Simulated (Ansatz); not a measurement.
# H₅NOSi₂: small, medium and large basis sets

The task here is to estimate one member of a computed series from the others.

Method: one geometry, several basis sets; program: Ansatz 0.2.0, Gaussian basis.

Levels to be run: PBE0-D4/def2-SVP; ωB97M-V/def2-SVP; PBE0-D4/def2-QZVPP; ωB97M-V/def2-QZVPP; the functionals' def2-TZVPP values are taken from earlier runs.

## The geometry

An earlier PBE0-D4 in a triple-zeta def2 set relaxation fixed the geometry.

9 atoms, charge 0, spin multiplicity 1.

Atoms are counted from 1 here; the program's logs count them from 0.

Bond lengths: O1–Si2 1.666 Å, O1–H5 0.959 Å, Si2–N3 1.716 Å, N3–Si4 1.748 Å, N3–H7 1.010 Å, Si4–H6 1.483 Å, Si4–H8 1.488 Å, Si4–H9 1.483 Å. Angles: Si2–O1–H5 115.9°, O1–Si2–N3 96.1°, Si2–N3–Si4 128.4°, Si2–N3–H7 115.8°, Si4–N3–H7 115.7°, N3–Si4–H6 111.7°, N3–Si4–H8 106.7°, N3–Si4–H9 111.7°, H6–Si4–H8 108.8°, H6–Si4–H9 109.0°, H8–Si4–H9 108.8°.

As a file:

```xyz
9
H5NOSi2
O    -0.2178    1.6833   -0.9043
Si   -0.3517    0.3434   -1.8854
N    -0.0807   -0.8144   -0.6488
Si    0.2236   -0.5383    1.0505
H    -0.3285    2.5315   -1.3368
H    -0.9090    0.1624    1.7037
H    -0.0993   -1.7818   -0.9396
H     0.3869   -1.8772    1.6786
H     1.4652    0.2448    1.2651
```

Set-up of the first run:

in.yaml reads:

```yaml
crystal:
  periodic: [false, false, false]
  atoms:
    - {symbol: O, position_ang: [-0.217832, 1.683286, -0.904251]}
    - {symbol: Si, position_ang: [-0.351696, 0.343378, -1.885449]}
    - {symbol: N, position_ang: [-0.080737, -0.814417, -0.648800]}
    - {symbol: Si, position_ang: [0.223640, -0.538262, 1.050481]}
    - {symbol: H, position_ang: [-0.328505, 2.531528, -1.336841]}
    - {symbol: H, position_ang: [-0.909008, 0.162356, 1.703691]}
    - {symbol: H, position_ang: [-0.099326, -1.781850, -0.939623]}
    - {symbol: H, position_ang: [0.386883, -1.877209, 1.678571]}
    - {symbol: H, position_ang: [1.465180, 0.244789, 1.265121]}
basis:
  gaussian: {orbitals: def2-SVP}
hamiltonian: {xc: pbe0, dispersion: d4}
output: {orbitals: {seedname: orbitals}}
```

The run is started by

```bash
$ ansatz run in.yaml --threads 2 --pin off --events-out ev --progress --plain --max-ram 4352MiB
```

Among the steps run: PBE0-D4 in def2-SVP; ωB97M-V in def2-SVP; PBE0-D4 in def2-QZVPP; ωB97M-V in def2-QZVPP.

One table of the session follows, with a row left open; its other results are not shown here.

```
functional       basis  HOMO (eV)
   PBE0-D4    def2-SVP      -6.63
   PBE0-D4  def2-TZVPP      -6.75
   PBE0-D4  def2-QZVPP      -6.79
   ωB97M-V    def2-SVP      -8.75
   ωB97M-V  def2-TZVPP      -8.89
   ωB97M-V  def2-QZVPP          ?
```

**Question.** Estimate the row for ωB97M-V, def2-QZVPP.

The run gave: HOMO (eV): -8.94. In the column «HOMO (eV)» it is the lowest.
